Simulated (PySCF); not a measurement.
# [AuH4]-: relaxation and vibrations of the singlet

The task is one start of a wider search on [AuH4]-: the singlet, from a tetrahedral start. It is relaxed, tested by its Hessian and followed downhill if it is a saddle.

Computed with PySCF 2.14.0. Level: PBE0, basis Au def2-TZVPD with ECP60, H def2-TZVPD, scalar-relativistic core potentials, no spin–orbit coupling, density fitting.

### 1 The system as given

5 atoms, charge -1, spin multiplicity 1.

Bond lengths: Au1–H2 1.560 Å, Au1–H3 1.560 Å, Au1–H4 1.560 Å, Au1–H5 1.560 Å. Angles: H2–Au1–H3 109.5°, H2–Au1–H4 109.5°, H2–Au1–H5 109.5°, H3–Au1–H4 109.5°, H3–Au1–H5 109.5°, H4–Au1–H5 109.5°.

Coordinates in bohr (charge -1 multiplicity 1):
```
Au    0.0000    0.0000    0.0000
H     2.4071    0.0000    1.7019
H    -2.4071    0.0000    1.7019
H     0.0000    2.4071   -1.7019
H     0.0000   -2.4071   -1.7019
```

### 2 Finding the electronic state

One driver script runs all steps and calls PySCF; scf.py shows how it sets up the SCF of each step. The optimiser is the driver's own. After this first run the driver tries any further starts and a stability analysis.

The input, scf.py:

```python
from pyscf import gto, scf, dft
mol = gto.M(atom='''
Au     0.000000     0.000000     0.000000
H      1.273800     0.000000     0.900600
H     -1.273800     0.000000     0.900600
H      0.000000     1.273800    -0.900600
H     -0.000000    -1.273800    -0.900600''',
    basis={'Au': 'def2-TZVPD', 'H': 'def2-TZVPD'},
    ecp={'Au': 'def2-TZVPD'},
    charge=-1, spin=0)
mf = dft.RKS(mol, xc='PBE0')
mf.grids.atom_grid = (50, 194)
aux = {'Au': 'def2-universal-JKFIT', 'H': 'def2-universal-JKFIT'}
mf = mf.density_fit(auxbasis=aux)
mf.conv_tol = 1e-08
mf.diis_space = 10
mf.max_cycle = 60
mf.init_guess = 'minao'
mf.verbose = 4
mf.kernel()
```

On the command line:

```bash
$ OMP_NUM_THREADS=2 python axn.py task.json out
```

Further steps of the session: Relaxing the singlet from the tetrahedral start; Relaxing without the symmetry constraint; Frequencies.

**Question.** What will these runs give? Wanted: minimum; geometry; wavenumbers; dipole moment; highest occupied, lowest empty level; polar-tensor charge of Au1; zero-point energy.

As calculated:

```
                            quantity                                                                         value
                             minimum                                                                  singlet, D4h
                            geometry                      Au–H 1.641 Å (×4); H–Au–H 90.0° (×4), H–Au–H 180.0° (×2)
                  wavenumbers (cm⁻¹)  769 (b2g), 782 (eu), 812 (a2u), 830 (b2u), 1759 (eu), 2094 (b1g), 2097 (a1g)
      dipole moment (centre of mass)                                                                        0.00 D
highest occupied, lowest empty level                                                                -1.97, 4.35 eV
          polar-tensor charge of Au1                                                                       +0.06 e
                   zero-point energy                                                                   69.9 kJ/mol
                 entropy at 298.15 K                                                               234.7 J/(mol K)
```

What this shows: From Td at the start the molecule goes to a D4h minimum. In the infrared the band at 1759 cm⁻¹ (eu, stretch) leads. Only this shape and spin were tried, so other structures or states may lie lower. Spin–orbit coupling, left out here, can matter for elements this heavy.
